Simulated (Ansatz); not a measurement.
# AlHSe (triplet): RPA-PBE over vertical spin and charge gaps, cc-pVDZ

How well do these functionals follow the top wave-function level for AlHSe (triplet) over vertical spin and charge gaps?

Method: cc-pVDZ, all electrons in the functionals, frozen cores in the correlation of double hybrids and RPA; program: Ansatz 0.2.0, Gaussian basis.

Plan: RPA-PBE, at charge 0, triplet; charge 0, singlet; charge 0, quintet; charge 1, doublet; charge 1, quartet.

16 further runs of the same task are left out: 10 for a known fault of the program, 6 set aside as unsound or not needed.

### 1 What is computed

The geometry is a PBE0/def2-TZVP stationary point (not a proven minimum). No spin-orbit coupling is included. The filled d shell of Se may be among the frozen orbitals whatever the setting's name suggests; the logs give the count.

3 atoms, charge 0, spin multiplicity 3.

Atoms are counted from 1 here; the program's logs count them from 0.

Bond lengths: Al1–Se2 2.346 Å, Al1–H3 1.607 Å. Angles: Se2–Al1–H3 111.9°.

No dispersion term is added.

The geometry shown and the zero of energy belong to the point charge 0, triplet. The yardstick, UCCSDTQ, and other wave-function levels (R restricted, U unrestricted, valence and pair active spaces) come from earlier runs.

### 2 RPA-PBE, charge 0, triplet

The input, in.yaml:

```yaml
crystal:
  periodic: [false, false, false]
  atoms:
    - {symbol: Al, position_ang: [0.000000, -0.119188, 1.722270]}
    - {symbol: Se, position_ang: [0.000000, 0.023721, -0.619315]}
    - {symbol: H, position_ang: [0.000000, 1.332277, 2.412440]}
basis:
  gaussian: {orbitals: cc-pVDZ}
magnetization: {spin_polarized: true, initial_magnetization: 2}
hamiltonian: {xc: {name: PBE}}
correlation: {method: rpa, electrons: outside_noble_gas}
```

Launch:

```console
$ ansatz run in.yaml --threads 1 --pin off --events-out ev --progress --plain --max-ram 2816MiB --backend cpu
```

The runs that follow: RPA-PBE, charge 0, singlet; RPA-PBE, charge 0, quintet; RPA-PBE, charge 1, doublet; RPA-PBE, charge 1, quartet.

Before running them: what should the planned runs give, taken together? Wanted: triplet to singlet, UCCSDTQ; triplet to quintet, UCCSDTQ; ionisation to the doublet cation, UCCSDTQ; ionisation to the quartet cation, UCCSDTQ; largest miss, RPA-PBE.

**Answer**, as computed:

```
                                 quantity                                             value
              triplet to singlet, UCCSDTQ                                    -16.7 kcal/mol
              triplet to quintet, UCCSDTQ                                     84.1 kcal/mol
ionisation to the doublet cation, UCCSDTQ                                    178.2 kcal/mol
ionisation to the quartet cation, UCCSDTQ                                    207.2 kcal/mol
                    largest miss, RPA-PBE  +5.0 kcal/mol (ionisation to the quartet cation)
```

In words: RPA-PBE strays by up to 5.0 kcal/mol, at ionisation to the quartet cation. Functionals and the yardstick converge differently with the basis, so part of each miss in cc-pVDZ is the basis.
